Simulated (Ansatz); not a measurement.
# AgTe6Mo6: a short molecular-dynamics run

A trajectory of AgTe6Mo6, a randomly packed cell with 13 atoms that was not relaxed first: 60 steps of 1 fs at constant energy, with velocities drawn for 600 K.

Method: DFT PBE, plane waves, PAW, scalar-relativistic, no spin polarisation, in Ansatz 0.2.0.

## 1. Starting point

The cell holds 13 atoms (AgMo6Te6): a = 7.130 Å, b = 6.549 Å, c = 6.926 Å, α = 87.42°, β = 93.17°, γ = 84.41°.

Structure file:

```xyz
13
Lattice="6.7305 1.8275 -1.4829 -0.9889 6.4615 0.4059 1.0870 0.0524 6.8403" Properties=species:S:1:pos:R:3 pbc="T T T"
Te    2.8133    7.0360    0.8530
Te    3.5952    3.1851   -0.6301
Mo    3.2732    7.0095    3.7507
Mo    6.6178    2.2321    4.2714
Ag    0.4900    2.3399    3.5864
Mo    0.7768    0.8694    1.1447
Mo    1.9443    4.3016    1.5281
Te    5.3092    4.9384    4.0333
Te    4.5929    3.0787    1.9738
Te    5.4343    6.3932   -0.4625
Te    2.7646    3.7852    4.2757
Mo   -0.1790    5.2328    3.7755
Mo    1.7653    5.8360    6.0463
```

## 2. The run

Input file input.yaml:

```yaml
crystal:
  lattice:
    - [6.730481, 1.827534, -1.482869]
    - [-0.988868, 6.461495, 0.40589]
    - [1.087023, 0.052353, 6.84029]
  atoms:
    - { symbol: Te, position: [0.52632, 0.93856, 0.183107] }
    - { symbol: Te, position: [0.580181, 0.328719, 0.014155] }
    - { symbol: Mo, position: [0.525139, 0.931367, 0.606905] }
    - { symbol: Mo, position: [0.866738, 0.09376, 0.806786] }
    - { symbol: Ag, position: [0.040901, 0.346411, 0.512622] }
    - { symbol: Mo, position: [0.101193, 0.104452, 0.183079] }
    - { symbol: Mo, position: [0.330462, 0.570143, 0.261201] }
    - { symbol: Te, position: [0.75263, 0.545576, 0.720417] }
    - { symbol: Te, position: [0.657704, 0.287093, 0.414105] }
    - { symbol: Te, position: [0.901612, 0.733747, 0.084297] }
    - { symbol: Te, position: [0.371203, 0.47533, 0.677346] }
    - { symbol: Mo, position: [0.009598, 0.803032, 0.506383] }
    - { symbol: Mo, position: [0.240672, 0.827937, 0.886972] }
kpoints:
  mp_grid: { grid: [2, 2, 2] }
magnetization:
  spin_polarized: false
scf:
  occupations: { method: fermi_dirac, width: 0.05 }
hamiltonian:
  pseudopotentials: { kind: paw }
  xc: pbe
basis:
  ecutwfc: 420
md:
  timestep: 1.0
  n_steps: 60
  ensemble: nve
  temperature: 600.0
  initial_velocities: maxwell_boltzmann
  seed: 559296
```

Started as:

```bash
$ ansatz run input.yaml --threads 2 --pin off --max-ram 2560MiB --backend cpu --events-out ev --progress --plain --runs-dir out
```

Output, cut to the lines that bear on the results:

```text
Warning: md: disabling space-group detection — thermal motion breaks the input geometry's symmetry, so no spatial operation reduces the k-mesh or symmetrises the density; time reversal is kept, so that k and −k are solved as one point where they differ and the mesh holds both, and exact [...]
Warning: RAYON_NUM_THREADS=2 ignored (pool sized by the plan → 2); use --threads N
[...]
Pseudopotentials: kind: paw
Pseudopotential: Te, paw, valence charge 16, recommended cutoff 420 eV (normal), Te.paw.azcp
Pseudopotential: Mo, paw, valence charge 14, recommended cutoff 420 eV (normal), Mo.paw.azcp
Pseudopotential: Ag, paw, valence charge 19, recommended cutoff 420 eV (normal), Ag.paw.azcp
Functional definition: PBE
[...]
Crystal: 13 atoms, lattice volume = 320.994 Å³
Basis set: ecut = 420 eV, 6245 PW (Γ), exchange–correlation on 96×90×96 points (8 copies of the dense FFT grid, shifted against one another)
Bands: 120, of which v1, the nominal top of the filled ones, is band 100 counted from 1 (99 counted from 0)
Symmetry: 1 space group operations
k-points: 8
[...]
SCF iter   1: F=—  HF=-79190.605339 eV  |F-HF|=—  |Δ(HF+E_count)|=         —  Δρ=8.46e-3  dr2=3.92e-1  ethr=1.77e-3  ⟨swp⟩=6.5  Hψ=3615  notcnv=0  defer=3
[...]
md step     0: t =     0.00 fs  T =   600.0 K  F+E_penalty+E_count = -79190.57563673 eV  E_kin = 0.930672 eV  conserved = -79189.64496474 eV  (10 SCF iters)
[...]
md step     4: t =     4.00 fs  T =   658.1 K  F+E_penalty+E_count = -79190.66573775 eV  E_kin = 1.020763 eV  conserved = -79189.64497474 eV  (6 SCF iters)
md step     5: t =     5.00 fs  T =   683.4 K  F+E_penalty+E_count = -79190.70499995 eV  E_kin = 1.060020 eV  conserved = -79189.64498004 eV  (2 SCF iters)
```

## 3. The output, continued

Output, continued, cut to the lines that bear on the results:

```text
md step     6: t =     6.00 fs  T =   712.9 K  F+E_penalty+E_count = -79190.75081090 eV  E_kin = 1.105824 eV  conserved = -79189.64498647 eV  (2 SCF iters)
[...]
md step    19: t =    19.00 fs  T =  1438.9 K  F+E_penalty+E_count = -79191.87707275 eV  E_kin = 2.231932 eV  conserved = -79189.64514125 eV  (2 SCF iters)
[...]
md step    32: t =    32.00 fs  T =  2585.6 K  F+E_penalty+E_count = -79193.65597043 eV  E_kin = 4.010550 eV  conserved = -79189.64542042 eV  (3 SCF iters)
[...]
md step    45: t =    45.00 fs  T =  3686.6 K  F+E_penalty+E_count = -79195.36429664 eV  E_kin = 5.718435 eV  conserved = -79189.64586169 eV  (3 SCF iters)
[...]
md step    58: t =    58.00 fs  T =  4118.1 K  F+E_penalty+E_count = -79196.03371896 eV  E_kin = 6.387611 eV  conserved = -79189.64610791 eV  (3 SCF iters)
[...]
md step    60: t =    60.00 fs  T =  4099.3 K  F+E_penalty+E_count = -79196.00449713 eV  E_kin = 6.358433 eV  conserved = -79189.64606424 eV  (8 SCF iters)
SCF converged after 8 iterations
Free energy (F): -79196.004497 eV
[...]
E sigma→0 (E₀):  -79195.953351 eV
Entropy (-TS):   -0.102292 eV (-7.869 meV/atom)
Fermi energy:    12.742908 eV
[...]
--- Forces (eV/Å), atoms counted from 1 ---
  atom   1  Te     1.81738424     1.20247387    -1.36331204
  atom   2  Te    -0.02807756    -0.16034852    -0.94876034
  atom   3  Mo    -0.17655542    -1.57249906     0.46988516
  atom   4  Mo     0.73032983    -0.53000602    -0.36466420
  atom   5  Ag    -0.09241855    -1.24443946    -0.17465201
  atom   6  Mo    -0.57303902     2.24479436     1.04070741
  atom   7  Mo    -0.83140891    -1.35464292    -0.58060051
  atom   8  Te    -0.00453647     2.10572123    -0.30914839
[...]
--- MD trajectory: 60 steps, t = 0.0 → 60.0 fs ---
  final state: T = 4099.3 K   F+E_penalty+E_count = -79196.00449713 eV   E_kin = 6.358433 eV
  conserved energy: peak-to-peak 1.155e-3 eV (8.886e-5 eV/atom) over 60.0 fs
```

Run time: 5.5 min. Hardware: 2 threads of Arm Neoverse V1, shared host; peak memory 1 GiB.

## 4. The trajectory

The trajectory, every 4 steps (energies from step 0); msd is the mean square displacement from the start, the centre of mass held:

| time (fs) | T (K) | potential energy change (meV/atom) | total energy change (meV/atom) | msd Te (Å²) | msd Mo (Å²) | msd Ag (Å²) |
| --- | --- | --- | --- | --- | --- | --- |
| 0.0 | 600 | 0.0 | 0.00 | 0.000 | 0.000 | 0.000 |
| 4.0 | 658 | -6.9 | 0.00 | 0.000 | 0.000 | 0.000 |
| 8.0 | 784 | -22.0 | 0.00 | 0.001 | 0.001 | 0.001 |
| 12.0 | 974 | -44.7 | -0.01 | 0.002 | 0.003 | 0.003 |
| 16.0 | 1221 | -74.2 | -0.01 | 0.003 | 0.005 | 0.005 |
| 20.0 | 1517 | -109.4 | -0.01 | 0.006 | 0.008 | 0.008 |
| 24.0 | 1851 | -149.2 | -0.02 | 0.011 | 0.012 | 0.012 |
| 28.0 | 2211 | -192.3 | -0.03 | 0.017 | 0.018 | 0.018 |
| 32.0 | 2586 | -236.9 | -0.04 | 0.025 | 0.025 | 0.025 |
| 36.0 | 2957 | -281.3 | -0.04 | 0.037 | 0.033 | 0.033 |
| 40.0 | 3308 | -323.1 | -0.05 | 0.051 | 0.044 | 0.043 |
| 44.0 | 3618 | -360.2 | -0.07 | 0.069 | 0.057 | 0.055 |
| 48.0 | 3867 | -389.9 | -0.08 | 0.090 | 0.071 | 0.069 |
| 52.0 | 4037 | -410.1 | -0.09 | 0.114 | 0.089 | 0.085 |
| 56.0 | 4115 | -419.4 | -0.09 | 0.142 | 0.108 | 0.104 |
| 60.0 | 4099 | -417.6 | -0.08 | 0.172 | 0.129 | 0.126 |

time (fs), T (K) and a bar:
```
      0.0        600 
      3.0        637 
      5.0        683 #
      8.0        784 ##
     10.0        872 ##
     13.0       1031 ####
     16.0       1221 #####
     18.0       1364 #######
     21.0       1597 ########
     23.0       1764 ##########
     26.0       2028 ############
     29.0       2304 ###############
     31.0       2492 ################
     34.0       2773 ###################
     37.0       3047 #####################
     39.0       3223 ######################
     42.0       3469 ########################
     44.0       3618 ##########################
     47.0       3811 ###########################
     50.0       3963 #############################
     52.0       4037 #############################
     55.0       4104 ##############################
     57.0       4119 ##############################
     60.0       4099 ##############################
```

Pair distribution over the second half of the run:

| r (Å) | g Te–Te | g Te–Mo | g Mo–Mo |
| --- | --- | --- | --- |
| 0.68 | 0.00 | 0.00 | 0.00 |
| 0.84 | 0.00 | 0.00 | 0.00 |
| 1.00 | 0.00 | 0.00 | 0.00 |
| 1.16 | 0.00 | 0.00 | 0.00 |
| 1.32 | 0.00 | 0.00 | 0.00 |
| 1.48 | 0.00 | 0.00 | 0.00 |
| 1.64 | 0.00 | 0.00 | 0.00 |
| 1.80 | 0.00 | 0.00 | 0.00 |
| 1.96 | 0.00 | 0.00 | 0.00 |
| 2.12 | 0.00 | 0.00 | 0.00 |
| 2.28 | 0.00 | 0.00 | 0.00 |
| 2.44 | 0.00 | 0.25 | 0.47 |
| 2.60 | 0.00 | 1.68 | 1.81 |
| 2.76 | 1.46 | 2.66 | 2.78 |
| 2.92 | 1.53 | 3.73 | 2.99 |
| 3.08 | 3.33 | 1.52 | 2.64 |

First peaks of g(r) (not always the tallest), and, where a minimum follows, the mean number of second-named atoms round a first-named one up to the next minimum:

| pair | peak (Å) | height | minimum (Å) | neighbours |
| --- | --- | --- | --- | --- |
| Mo–Mo | 2.84 | 3.3 | - | - |

## 5. Frames from the trajectory

Positions (Å) and forces (eV/Å):

```xyz
13
Lattice="6.730 1.828 -1.483 -0.989 6.461 0.406 1.087 0.052 6.840" Properties=species:S:1:pos:R:3:forces:R:3 pbc="T T T" time_fs=8.0 T=784 dE=-0.2860
Te    2.809    7.018    0.875   -2.364   -2.927    1.009
Te    3.602    3.181   -0.622    0.358   -0.316    0.904
Mo    3.233    7.031    3.736    0.381   -1.037   -0.042
Mo    6.623    2.243    4.292    0.996   -1.107   -0.199
Ag    0.491    2.322    3.559    0.766   -0.543   -0.518
Mo    0.801    0.871    1.118    0.474   -2.304   -0.798
Mo    1.953    4.305    1.554   -1.055    0.300    0.093
Te    5.293    4.946    4.016    2.255    3.429   -0.931
Te    4.573    3.077    1.992    0.688   -0.831    0.136
Te    5.454    6.399   -0.446    2.264    1.357    0.364
Te    2.749    3.782    4.257   -4.708    1.430   -0.195
Mo   -0.133    5.235    3.773    0.942    1.573    0.318
Mo    1.760    5.834    6.035   -0.998    0.976   -0.142
13
Lattice="6.730 1.828 -1.483 -0.989 6.461 0.406 1.087 0.052 6.840" Properties=species:S:1:pos:R:3:forces:R:3 pbc="T T T" time_fs=15.0 T=1155 dE=-0.8606
Te    2.796    6.991    0.898   -2.225   -2.698    0.868
Te    3.610    3.175   -0.611    0.295   -0.255    0.606
Mo    3.199    7.045    3.724    0.373   -1.182    0.028
Mo    6.633    2.246    4.310    1.092   -1.007   -0.124
Ag    0.496    2.304    3.533    0.642   -0.600   -0.437
Mo    0.825    0.860    1.091    0.435   -2.249   -0.874
Mo    1.955    4.310    1.576   -1.066    0.267    0.090
Te    5.289    4.967    3.996    2.148    3.358   -0.766
Te    4.558    3.072    2.008    0.695   -0.798    0.063
Te    5.479    6.409   -0.430    2.125    1.279    0.322
Te    2.716    3.785    4.241   -4.339    1.434    0.100
Mo   -0.088    5.246    3.773    0.977    1.399    0.321
Mo    1.749    5.838    6.024   -1.153    1.053   -0.197
13
Lattice="6.730 1.828 -1.483 -0.989 6.461 0.406 1.087 0.052 6.840" Properties=species:S:1:pos:R:3:forces:R:3 pbc="T T T" time_fs=22.0 T=1680 dE=-1.6748
Te    2.775    6.954    0.925   -1.994   -2.396    0.679
Te    3.619    3.169   -0.598    0.208   -0.191    0.244
Mo    3.168    7.053    3.711    0.352   -1.343    0.113
Mo    6.648    2.245    4.326    1.177   -0.913   -0.052
Ag    0.503    2.283    3.505    0.491   -0.683   -0.364
Mo    0.850    0.838    1.059    0.384   -2.129   -0.931
Mo    1.952    4.316    1.600   -1.067    0.233    0.069
Te    5.292    4.999    3.974    1.921    3.206   -0.627
Te    4.546    3.064    2.024    0.702   -0.734    0.067
Te    5.513    6.424   -0.413    1.944    1.161    0.310
Te    2.668    3.794    4.224   -3.785    1.460    0.423
Mo   -0.039    5.263    3.775    0.968    1.202    0.323
Mo    1.734    5.846    6.012   -1.301    1.127   -0.254
13
Lattice="6.730 1.828 -1.483 -0.989 6.461 0.406 1.087 0.052 6.840" Properties=species:S:1:pos:R:3:forces:R:3 pbc="T T T" time_fs=30.0 T=2398 dE=-2.7890
Te    2.742    6.901    0.958   -1.583   -1.957    0.395
Te    3.629    3.161   -0.581    0.094   -0.133   -0.176
Mo    3.134    7.054    3.698    0.296   -1.529    0.222
Mo    6.673    2.238    4.345    1.240   -0.811    0.004
Ag    0.514    2.256    3.471    0.303   -0.809   -0.290
Mo    0.882    0.801    1.018    0.293   -1.866   -0.948
Mo    1.942    4.324    1.627   -1.054    0.194    0.015
Te    5.304    5.052    3.947    1.571    2.977   -0.523
Te    4.535    3.051    2.043    0.698   -0.631    0.149
Te    5.560    6.446   -0.392    1.672    0.942    0.324
Te    2.596    3.810    4.207   -2.972    1.456    0.813
Mo    0.024    5.291    3.778    0.836    0.981    0.320
Mo    1.708    5.863    5.997   -1.393    1.185   -0.307
13
Lattice="6.730 1.828 -1.483 -0.989 6.461 0.406 1.087 0.052 6.840" Properties=species:S:1:pos:R:3:forces:R:3 pbc="T T T" time_fs=38.0 T=3136 dE=-3.9347
Te    2.701    6.838    0.994   -0.987   -1.368    0.021
Te    3.641    3.153   -0.566   -0.021   -0.108   -0.528
Mo    3.101    7.045    3.685    0.191   -1.698    0.331
Mo    6.705    2.226    4.364    1.256   -0.706    0.007
Ag    0.527    2.224    3.435    0.124   -0.953   -0.231
Mo    0.916    0.751    0.970    0.131   -1.365   -0.832
Mo    1.925    4.333    1.654   -1.022    0.091   -0.113
Te    5.324    5.118    3.916    1.173    2.720   -0.457
Te    4.527    3.036    2.063    0.667   -0.511    0.269
Te    5.616    6.473   -0.369    1.291    0.548    0.371
Te    2.509    3.833    4.194   -1.986    1.343    1.206
Mo    0.092    5.324    3.784    0.451    0.845    0.281
Mo    1.673    5.887    5.980   -1.269    1.162   -0.324
13
Lattice="6.730 1.828 -1.483 -0.989 6.461 0.406 1.087 0.052 6.840" Properties=species:S:1:pos:R:3:forces:R:3 pbc="T T T" time_fs=45.0 T=3687 dE=-4.7887
Te    2.662    6.778    1.024   -0.282   -0.688   -0.372
Te    3.651    3.145   -0.555   -0.102   -0.115   -0.743
Mo    3.074    7.028    3.676    0.070   -1.798    0.415
Mo    6.740    2.211    4.380    1.222   -0.620   -0.045
Ag    0.539    2.192    3.403    0.000   -1.079   -0.196
Mo    0.946    0.701    0.924   -0.072   -0.627   -0.521
Mo    1.905    4.342    1.677   -0.974   -0.150   -0.289
Te    5.345    5.187    3.887    0.808    2.503   -0.416
Te    4.524    3.020    2.081    0.614   -0.418    0.366
Te    5.669    6.499   -0.348    0.829   -0.015    0.453
Te    2.425    3.858    4.188   -0.977    1.088    1.534
Mo    0.154    5.358    3.790   -0.192    0.867    0.146
Mo    1.636    5.914    5.963   -0.944    1.053   -0.331
13
Lattice="6.730 1.828 -1.483 -0.989 6.461 0.406 1.087 0.052 6.840" Properties=species:S:1:pos:R:3:forces:R:3 pbc="T T T" time_fs=52.0 T=4037 dE=-5.3318
Te    2.621    6.715    1.054    0.610    0.143   -0.818
Te    3.660    3.136   -0.546   -0.108   -0.130   -0.871
Mo    3.047    7.002    3.669   -0.052   -1.782    0.478
Mo    6.781    2.194    4.396    1.090   -0.573   -0.149
Ag    0.551    2.155    3.369   -0.075   -1.188   -0.183
Mo    0.976    0.647    0.875   -0.320    0.505    0.061
Mo    1.880    4.350    1.698   -0.925   -0.607   -0.464
Te    5.370    5.265    3.857    0.434    2.327   -0.384
Te    4.522    3.003    2.101    0.529   -0.365    0.447
Te    5.726    6.524   -0.325    0.229   -0.819    0.577
Te    2.338    3.888    4.187    0.186    0.595    1.831
Mo    0.214    5.396    3.797   -1.194    1.041   -0.170
Mo    1.594    5.947    5.945   -0.404    0.854   -0.355
13
Lattice="6.730 1.828 -1.483 -0.989 6.461 0.406 1.087 0.052 6.840" Properties=species:S:1:pos:R:3:forces:R:3 pbc="T T T" time_fs=60.0 T=4099 dE=-5.4289
Te    2.578    6.644    1.084    1.817    1.202   -1.363
Te    3.670    3.126   -0.540   -0.028   -0.160   -0.949
Mo    3.017    6.962    3.664   -0.177   -1.572    0.470
Mo    6.834    2.170    4.414    0.730   -0.530   -0.365
Ag    0.564    2.106    3.330   -0.092   -1.244   -0.175
Mo    1.008    0.590    0.821   -0.573    2.245    1.041
Mo    1.846    4.355    1.720   -0.831   -1.355   -0.581
Te    5.401    5.365    3.821   -0.005    2.106   -0.309
Te    4.523    2.982    2.125    0.410   -0.330    0.549
Te    5.791    6.550   -0.296   -0.595   -1.982    0.755
Te    2.239    3.924    4.194    1.673   -0.354    2.114
Mo    0.276    5.446    3.804   -2.711    1.480   -0.804
Mo    1.544    5.989    5.922    0.381    0.497   -0.383
```

## 6. Results

```
                             quantity                             value
                               length                  60 steps of 1 fs
     temperature, first and last step                    600 and 4099 K
             temperature, second half  mean 3527 K, from 2398 to 4119 K
        potential energy, second half      -349 meV/atom from the start
   largest change of the total energy                     0.09 meV/atom
mean square displacement, second half   Te 0.082, Mo 0.065, Ag 0.064 Å²
```

What this shows: The temperature starts at 600 K and averages 3527 K in the second half, where it ranges from 2398 to 4119 K; the start was no minimum (force components up to 4.8 eV/Å), and the potential energy that it sheds (349 meV/atom) turns into motion. The total energy strays from its start by at most 0.09 meV/atom, under 0.1 % of the mean kinetic energy, so a step of 1 fs is short enough over this time. Over the second half Te atoms stand 0.3 Å (root mean square) from where they began, and the farthest move is 0.5 Å. 60 fs on 13 atoms is far too short and small for converged averages. The k-mesh is coarse.
